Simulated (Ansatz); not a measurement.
# C₇H₁₅Br: up Jacob's ladder to CCSD(T)

An exercise on one series of results from a longer session: the logs are not shown, and one member is left open.

Computed with Ansatz 0.2.0, Gaussian basis. Level: functionals in def2-TZVPP, the program's frozen cores in correlated methods.

The runs, in order: LDA (SPW92), PBE-D4, revPBE-D4, BLYP-D4, r2SCAN-D4, B97M-V, PBE0-D4, B3LYP-D4, r2SCANh-D4, r2SCAN0-D4, HSE06-D4, BHLYP-D4, CAM-B3LYP-D4, LC-ωPBE, ωB97X-V, ωB97M-V, B2PLYP, PBE-QIDH; CCSD(T)/def2-SVP; CCSD(T)/def2-TZVPP; MP2/def2-QZVPP; extrapolation to the limit; RPA on PBE.

### The geometry

All runs share one geometry, relaxed beforehand with PBE0-D4 in a triple-zeta def2 set.

SMILES `CCCCCCCBr`, 23 atoms, charge 0, spin multiplicity 1.

Atoms are counted from 1 here; the program's logs count them from 0.

Bond lengths: C1–C2 1.519 Å, C1–H9 1.092 Å, C1–H10 1.094 Å, C1–H11 1.094 Å, C2–C3 1.521 Å, C2–H12 1.095 Å, C2–H13 1.096 Å, C3–C4 1.523 Å, C3–H14 1.096 Å, C3–H15 1.098 Å, C4–C5 1.521 Å, C4–H16 1.096 Å, C4–H17 1.097 Å, C5–C6 1.521 Å, C5–H18 1.093 Å, C5–H19 1.096 Å, C6–C7 1.510 Å, C6–H20 1.094 Å and more. Angles: C2–C1–H9 111.6°, C2–C1–H10 111.1°, C2–C1–H11 111.1°, H9–C1–H10 107.7°, H9–C1–H11 107.7°, H10–C1–H11 107.4°, C1–C2–C3 112.6°, C1–C2–H12 109.3°, C1–C2–H13 109.8°, C3–C2–H12 109.9°, C3–C2–H13 109.0°, H12–C2–H13 106.0°, C2–C3–C4 114.3°, C2–C3–H14 108.7°, C2–C3–H15 109.3°, C4–C3–H14 108.9°, C4–C3–H15 109.4°, H14–C3–H15 106.0° and more.

Geometry (Å):

```xyz
23
charge 0, multiplicity 1
C     2.50972    2.11040    1.17375
C     1.43120    1.06495    0.94921
C     1.21153    0.75871   -0.52468
C     0.19838   -0.34603   -0.79197
C    -1.21838    0.00197   -0.36118
C    -2.26168   -1.02659   -0.77074
C    -2.03018   -2.42664   -0.25381
Br   -2.01398   -2.51123    1.69738
H     2.65427    2.31794    2.23641
H     2.25167    3.05361    0.68358
H     3.46950    1.78085    0.76556
H     0.49556    1.40661    1.40297
H     1.69878    0.13853    1.47095
H     2.17203    0.47621   -0.97122
H     0.89612    1.67427   -1.04145
H     0.52936   -1.25612   -0.27782
H     0.19848   -0.58000   -1.86373
H    -1.25898    0.13062    0.72395
H    -1.49854    0.96769   -0.79679
H    -3.25478   -0.69020   -0.45944
H    -2.28708   -1.10438   -1.86642
H    -2.82233   -3.10626   -0.56029
H    -1.07067   -2.83488   -0.56420
```

The first run:

in.yaml reads:

```yaml
crystal:
  periodic: [false, false, false]
  atoms:
    - {symbol: C, position_ang: [2.509721, 2.110398, 1.173750]}
    - {symbol: C, position_ang: [1.431201, 1.064953, 0.949211]}
    - {symbol: C, position_ang: [1.211534, 0.758709, -0.524677]}
    - {symbol: C, position_ang: [0.198382, -0.346030, -0.791972]}
    - {symbol: C, position_ang: [-1.218380, 0.001967, -0.361185]}
    - {symbol: C, position_ang: [-2.261677, -1.026589, -0.770744]}
    - {symbol: C, position_ang: [-2.030185, -2.426644, -0.253806]}
    - {symbol: Br, position_ang: [-2.013976, -2.511233, 1.697381]}
    - {symbol: H, position_ang: [2.654266, 2.317937, 2.236407]}
    - {symbol: H, position_ang: [2.251672, 3.053605, 0.683580]}
    - {symbol: H, position_ang: [3.469498, 1.780851, 0.765560]}
    - {symbol: H, position_ang: [0.495560, 1.406610, 1.402967]}
    - {symbol: H, position_ang: [1.698781, 0.138527, 1.470952]}
    - {symbol: H, position_ang: [2.172026, 0.476207, -0.971218]}
    - {symbol: H, position_ang: [0.896118, 1.674271, -1.041451]}
    - {symbol: H, position_ang: [0.529362, -1.256119, -0.277819]}
    - {symbol: H, position_ang: [0.198477, -0.580004, -1.863731]}
    - {symbol: H, position_ang: [-1.258980, 0.130622, 0.723949]}
    - {symbol: H, position_ang: [-1.498536, 0.967685, -0.796794]}
    - {symbol: H, position_ang: [-3.254777, -0.690195, -0.459441]}
    - {symbol: H, position_ang: [-2.287079, -1.104381, -1.866424]}
    - {symbol: H, position_ang: [-2.822329, -3.106262, -0.560293]}
    - {symbol: H, position_ang: [-1.070670, -2.834885, -0.564203]}
basis:
  gaussian: {orbitals: def2-TZVPP}
hamiltonian: {xc: lda}
output: {orbitals: {seedname: orbitals}}
```

Started as:

```
$ ansatz run in.yaml --threads 4 --pin off --events-out ev --progress --plain --max-ram 66560MiB --backend cuda --devices 0, --max-vram 37GiB
```

Steps of the session up to this table: LDA; PBE-D4 (GGA); revPBE-D4 (GGA); BLYP-D4 (GGA); r2SCAN-D4 (meta-GGA); B97M-V (meta-GGA); PBE0-D4 (hybrid); B3LYP-D4 (hybrid); r2SCANh-D4 (hybrid); r2SCAN0-D4 (hybrid); HSE06-D4 (hybrid); BHLYP-D4 (hybrid); CAM-B3LYP-D4 (range-separated); LC-ωPBE (range-separated); ωB97X-V (range-separated); ωB97M-V (range-separated); B2PLYP (double hybrid); PBE-QIDH (double hybrid).

One of the session's tables, all rows but one given; the rest of the session is left out.

It belongs to the step «Orbital energies across the functionals». 

```
  functional  HOMO (eV)  gap (eV)
 LDA (SPW92)      -6.63      5.61
      PBE-D4      -6.48      5.69
   revPBE-D4      -6.43      5.73
     BLYP-D4      -6.33      5.63
   r2SCAN-D4      -6.78      6.27
      B97M-V      -6.90      6.43
     PBE0-D4      -7.77      8.03
    B3LYP-D4      -7.52      7.49
  r2SCANh-D4      -7.26      7.12
  r2SCAN0-D4          ?         ?
    HSE06-D4      -7.37      7.24
    BHLYP-D4      -8.92     10.21
CAM-B3LYP-D4      -9.13     10.47
     LC-ωPBE     -10.54     13.15
     ωB97X-V     -10.18     12.63
     ωB97M-V     -10.05     12.29
```

Q: Estimate the row for r2SCAN0-D4 from the others.

Worked estimate for «HOMO (eV)». Against the share of exact exchange, r2SCAN-D4 (0, -6.78), r2SCANh-D4 (0.1, -7.26) give a slope of -4.80 per unit share; at 0.25 the line stands at -7.98.

**Answer.** HOMO (eV): -7.97; gap (eV): 8.39. In «HOMO (eV)» the line misses by -0.01.
